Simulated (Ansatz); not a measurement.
## BrGaH5N, SMILES [NH3+][GaH2-][Br]: a ladder of basis sets, step by step

Computed with Ansatz's Python interface.

The cells in order, each with its output:

**Cell 1**
```python
import ansatz as az
```

**Cell 2**
```python
system = (
    az.Crystal.molecule()
    .atom("N", (-1.036, 0.2121, 0.0419))
    .atom("Ga", (0.7961, -0.3117, -0.1031))
    .atom("Br", (2.1739, 1.3939, 0.7889))
    .atom("H", (-1.2824, 0.3663, 1.045))
    .atom("H", (-1.6508, -0.5357, -0.3498))
    .atom("H", (-1.1947, 1.0975, -0.4887))
    .atom("H", (1.0291, -1.6766, 0.7187))
    .atom("H", (1.1647, -0.5458, -1.6529))
)
```

**Cell 3**
```python
model = system.calculation().functional("hf")
```

**Cell 4**
```python
energies = {}
for basis in ["cc-pVDZ", "cc-pVTZ"]:
    rep = model.basis(gaussian=basis).run(threads=1).report
    size = rep["n_frozen"] + rep["n_occupied"][0] + rep["n_virtual"][0]
    energies[basis] = (rep["reference_energy_ev"] / 27.211386246, rep["free_energy_ev"] / 27.211386246)
    print(f"{basis:14s} {size:4d} orbitals  reference {energies[basis][0]:14.6f} Ha  total {energies[basis][1]:14.6f} Ha")
```
Output:
```text
cc-pVDZ          93 orbitals  reference   -4553.025834 Ha  total   -4553.025834 Ha
cc-pVTZ         186 orbitals  reference   -4553.196637 Ha  total   -4553.196637 Ha
```

**Cell 5**
```python
last = energies["cc-pVTZ"][1]
for basis, (_, total) in energies.items():
    print(f"{basis:14s} lies {27.211386 * (total - last):9.4f} eV above cc-pVTZ")
```
Output:
```text
cc-pVDZ        lies    4.6478 eV above cc-pVTZ
cc-pVTZ        lies    0.0000 eV above cc-pVTZ
```

Against cc-pVDZ: cc-pVTZ -170.8 mHa. The last step alone is -170.80 mHa. From the first set to the last the time grows from 1.7 to 2.7 s.

Reading the output:
- The drop along the ladder measures the basis error, and is no property of the molecule.
- The geometry is a force-field or estimated start, not a minimum of this method, and the last set is no limit. Much of the fall in a total is atomic energy, which cancels in bond and reaction energies.
- Finished in 4.7 s on 1 thread of Arm Neoverse V2, with other jobs on the host, peak memory 0.47 GiB.
